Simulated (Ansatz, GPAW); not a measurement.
GaP: PBE in single-zeta orbitals, run from Python

These are simulated results from GPAW 26.7.0, not measurements. The cell began as a measured structure and was relaxed with r2SCAN in plane waves (Ansatz 0.2.0). All runs are without spin polarisation.

Space group F-43m (No. 216), cubic; conventional cell a = 5.451 Å, 20.24 Å³ an atom. Ga is surrounded by 4 P at 2.36 Å; P is surrounded by 4 Ga at 2.36 Å.

The basis is minimal: single zeta, one radial function for each shell that the log's basis lists. It describes the filled bands fairly and the empty ones poorly.

The script, run.py:

```python
import json
from ase import Atoms
from gpaw import GPAW, PW, FermiDirac

atoms = Atoms(['Ga', 'P'],
              cell=[[-0.0, 2.72541, 2.72541], [2.72541, 0.0, 2.72541], [2.72541, 2.72541, 0.0]],
              scaled_positions=[[-0.0, 0.0, 0.0], [0.25, 0.25, 0.25]],
              pbc=True)
calc = GPAW(mode='lcao', basis='sz(dzp)', h=0.2, xc='PBE', kpts={'size': (6, 6, 6), 'gamma': True},
            occupations=FermiDirac(0.02), maxiter=100, legacy_gpaw=True, txt='gpaw.txt')
atoms.calc = calc
res = {'energy': atoms.get_potential_energy(force_consistent=True)}
res['electrons'] = calc.get_number_of_electrons()
res['k'] = calc.get_ibz_k_points().tolist()
res['levels'] = [calc.get_eigenvalues(kpt=i).tolist() for i in range(len(res['k']))]
points = [[0.0, 0.0, 0.0], [-0.5, -0.5, 0.0], [-0.375, -0.375, 0.25], [-0.375, 0.0, 0.375], [0.0, 0.0, 0.5], [-0.5, -0.25, 0.25], [0.0, 0.424479, 0.424479]]
bands = calc.fixed_density(kpts=points, symmetry='off', txt='bands.txt')
res['points'] = [bands.get_eigenvalues(kpt=i).tolist() for i in range(len(points))]
json.dump(res, open('results.json', 'w'))
print('free energy (eV):', round(res['energy'], 5))
```

Command: `python run.py`. It took 4.1 s on 1 thread of Arm Neoverse V2, on a shared host, peak memory 0.13 GiB.

The log gpaw.txt, trimmed of paths, versions and times, then the last line on the terminal. An iter line gives the energy in eV and the logarithms of the changes of orbitals (plane waves alone) and density (c: converged):

```
___ ___ ___ _ _ _
 |   |   |_  | | | |

 | | | | | . | | | |

 |__ |  _|___|_____|  26.7.0
 |___|_|

Input parameters:
  basis: sz(dzp)
  h: 0.2
  kpts: {gamma: True,
         size: (6, 6, 6)}
  maxiter: 100
  mode: lcao
  occupations: {fixmagmom: False,
                name: fermi-dirac,
                width: 0.02}
  xc: PBE

System changes: positions, numbers, cell, pbc, initial_charges, initial_magmoms

Initialize ...

species:
  Ga:
    name:    Gallium
    Z:       31.0
    valence: 3
    core:    28
    charge:  0.0  # [|e|]
    compensation charges:
      type: gauss
      rc: 0.37  # [Å]
      lmax: 2
    cutoffs:
      filter: 2.06  # [Å]
      core: 4.17  # [Å]
    projectors
    | kind |    occ | energy [eV] | rcut [Å] |

    |------|--------|-------------|----------|

    |   4s |  2.000 |      -8.945 |    1.164 |

    |   4p |  1.000 |      -2.580 |    1.164 |

    |    s |        |      18.266 |    1.164 |

    |    p |        |      24.631 |    1.164 |

    |    d |        |       0.000 |    1.164 |

    LCAO basis set for Ga:
      Name: sz(dzp)
      Number of radial functions: 2
      Number of spherical harmonics: 4
        l=0, rc=7.2656 Bohr: 4s-sz confined orbital
        l=1, rc=10.3438 Bohr: 4p-sz confined orbital
      Number of RI-basis functions 0

  P:
    name:    Phosphorus
    Z:       15.0
    valence: 5
    core:    10
    charge:  0.0  # [|e|]
    compensation charges:
      type: gauss
      rc: 0.30  # [Å]
      lmax: 2
    cutoffs:
      filter: 1.69  # [Å]
      core: 1.81  # [Å]
    projectors
    | kind |    occ | energy [eV] | rcut [Å] |

    |------|--------|-------------|----------|

    |   3s |  2.000 |     -13.968 |    0.953 |

    |   3p |  3.000 |      -5.506 |    0.953 |

    |    s |        |      13.244 |    0.953 |

    |    p |        |      21.705 |    0.953 |

    |    d |        |       0.000 |    0.953 |

    LCAO basis set for P:
      Name: sz(dzp)
      Number of radial functions: 2
      Number of spherical harmonics: 4
        l=0, rc=6.0938 Bohr: 3s-sz confined orbital
        l=1, rc=7.7031 Bohr: 3p-sz confined orbital
      Number of RI-basis functions 0

Reference energy: -62187.585188  # eV

Spin-paired calculation

Convergence criteria:
 Maximum [total energy] change in last 3 cyles: 0.0005 eV / valence electron
 Maximum integral of absolute [dens]ity change: 0.0001 electrons / valence electron
 Maximum integral of absolute [eigenst]ate change: 4e-08 eV^2 / valence electron
 Maximum number of scf [iter]ations: 100
 (Square brackets indicate name in SCF output, whereas a 'c' in
 the SCF output indicates the quantity has converged.)

Symmetries present (total): 24

  ( 1  0  0)  ( 1  0  0)  ( 1  0 -1)  ( 1  0 -1)  ( 1 -1  0)  ( 1 -1  0)
  ( 0  1  0)  ( 0  0  1)  ( 0  1 -1)  ( 0  0 -1)  ( 0 -1  1)  ( 0 -1  0)
  ( 0  0  1)  ( 0  1  0)  ( 0  0 -1)  ( 0  1 -1)  ( 0 -1  0)  ( 0 -1  1)

  ( 0  1  0)  ( 0  1  0)  ( 0  1 -1)  ( 0  1 -1)  ( 0  0  1)  ( 0  0  1)
  ( 1  0  0)  ( 0  0  1)  ( 1  0 -1)  ( 0  0 -1)  ( 1  0  0)  ( 0  1  0)
  ( 0  0  1)  ( 1  0  0)  ( 0  0 -1)  ( 1  0 -1)  ( 0  1  0)  ( 1  0  0)

  ( 0  0 -1)  ( 0  0 -1)  ( 0 -1  1)  ( 0 -1  1)  ( 0 -1  0)  ( 0 -1  0)
  ( 1  0 -1)  ( 0  1 -1)  ( 1 -1  0)  ( 0 -1  0)  ( 1 -1  0)  ( 0 -1  1)
  ( 0  1 -1)  ( 1  0 -1)  ( 0 -1  0)  ( 1 -1  0)  ( 0 -1  1)  ( 1 -1  0)

  (-1  1  0)  (-1  1  0)  (-1  0  1)  (-1  0  1)  (-1  0  0)  (-1  0  0)
  (-1  0  1)  (-1  0  0)  (-1  1  0)  (-1  0  0)  (-1  1  0)  (-1  0  1)
  (-1  0  0)  (-1  0  1)  (-1  0  0)  (-1  1  0)  (-1  0  1)  (-1  1  0)

216 k-points: 6 x 6 x 6 Monkhorst-Pack grid + [1/12,1/12,1/12]
16 k-points in the irreducible part of the Brillouin zone
       k-points in crystal coordinates                weights
   0:     0.00000000    0.00000000    0.00000000          1/216
   1:     0.16666667    0.16666667    0.00000000          6/216
   2:     0.16666667    0.16666667    0.16666667          8/216
   3:     0.33333333    0.16666667    0.16666667         12/216
   4:     0.33333333    0.33333333   -0.33333333         12/216
   5:     0.33333333    0.33333333    0.00000000          6/216
   6:     0.33333333    0.33333333    0.16666667         24/216
   7:     0.33333333    0.33333333    0.33333333          8/216
   8:     0.50000000    0.33333333   -0.33333333         24/216
   9:     0.50000000    0.33333333   -0.16666667         12/216
          ...
  15:     0.50000000    0.50000000    0.50000000          4/216

Wave functions: LCAO
  Diagonalizer: Serial LAPACK
  Atomic Correction: dense with blas
  Data-type: complex

Occupation numbers: Fermi-Dirac:
  width: 0.0200  # eV

Eigensolver
   LCAO using direct dense diagonalizer

Densities:
  Coarse grid: 16*16*16 grid
  Fine grid: 32*32*32 grid
  Total Charge: 0.000000

Density mixing:
  Method: separate
  Backend: msr1
  Linear mixing parameter: 0.05
  old densities: 10
  Width of damping distribution: 1.1
  Damping of long wavelength oscillations: 20

Hamiltonian:
  XC and Coulomb potentials evaluated on a 32*32*32 grid
  Using the PBE Exchange-Correlation functional
  Interpolation: tri-quintic (5. degree polynomial)
  Poisson solver: FastPoissonSolver using
    Stencil: 12*3+1=37 point O(h^6) finite-difference Laplacian
    FFT axes: [np.int64(0), np.int64(1), np.int64(2)]
    FST axes: []

XC parameters: PBE with 2 nearest neighbor stencil

Memory estimate:
  Process memory now: 110.11 MiB
  Calculator: 9.71 MiB
    Density: 6.24 MiB
      Arrays: 0.81 MiB
      Localized functions: 4.80 MiB
      Mixer: 0.62 MiB
    Hamiltonian: 0.88 MiB
      Arrays: 0.53 MiB
      XC: 0.00 MiB
      Poisson: 0.00 MiB
      vbar: 0.35 MiB
    Wavefunctions: 2.59 MiB
      C [qnM]: 0.02 MiB
      S, T [2 x qmm]: 0.03 MiB
      P [aqMi]: 0.00 MiB
      BasisFunctions: 2.54 MiB
      Eigensolver: 0.00 MiB

Total number of cores used: 1

Number of atoms: 2
Number of atomic orbitals: 8
Number of bands in calculation: 8
Number of valence electrons: 8
Bands to converge: occupied
Positions:
   0 Ga     0.000000    0.000000    0.000000    ( 0.0000,  0.0000,  0.0000)
   1 P      1.362705    1.362705    1.362705    ( 0.0000,  0.0000,  0.0000)

Unit cell:
           periodic     x           y           z      points  spacing
  1. axis:    yes   -0.000000    2.725410    2.725410    16     0.1967
  2. axis:    yes    2.725410    0.000000    2.725410    16     0.1967
  3. axis:    yes    2.725410    2.725410    0.000000    16     0.1967

  Lengths:   3.854312   3.854312   3.854312
  Angles:   60.000000  60.000000  60.000000

Effective grid spacing dv^(1/3) = 0.2146

iter:   1    -8.215506        c
iter:   2    -8.196949        c -0.93
iter:   3    -8.117265        c -0.96
iter:   4    -8.115694        c -1.75
iter:   5    -8.115494c       c -2.24
iter:   6    -8.115491c       c -3.35
iter:   7    -8.115491c       c -3.73
iter:   8    -8.115491c       c -5.04c

Converged after 8 iterations.

Energy contributions relative to reference atoms: (reference = -62187.585188)

Kinetic:        +19.387495
Potential:      -16.685947
External:        +0.000000
XC:             -10.898087
Entropy (-ST):   -0.000000
Local:           +0.081048
SIC:             +0.000000
--------------------------
Free energy:     -8.115491
Extrapolated:    -8.115491

Showing only first 2 kpts
 Kpt  Band  Eigenvalues  Occupancy
  0     2      4.78239    2.00000
  0     3      4.78239    2.00000
  0     4      6.60811    0.00000
  0     5      9.77781    0.00000

  1     2      3.79231    2.00000
  1     3      3.79263    2.00000
  1     4      8.31498    0.00000
  1     5      8.96577    0.00000

Fermi level: 5.65679

Gap: 1.826 eV
Transition (v -> c):
  (s=0, k=0, n=3, [0.00, 0.00, 0.00]) -> (s=0, k=0, n=4, [0.00, 0.00, 0.00])
No difference between direct/indirect transitions

free energy (eV): -8.11549
```

The gap in the log is over the mesh alone; results.json adds the listed points. PBE in single-zeta orbitals gives a gap of 1.83 eV. On the same cell, plane-wave PBE (Ansatz, 8×8×8 k points and the special points) gives a gap of 1.59 eV and r2SCAN a gap of 1.84 eV; on shared hosts these took about 2.1 and 4.4 core-seconds on the 2-atom cell, against 4.1 for the script. Semilocal gaps usually lie below measured ones.
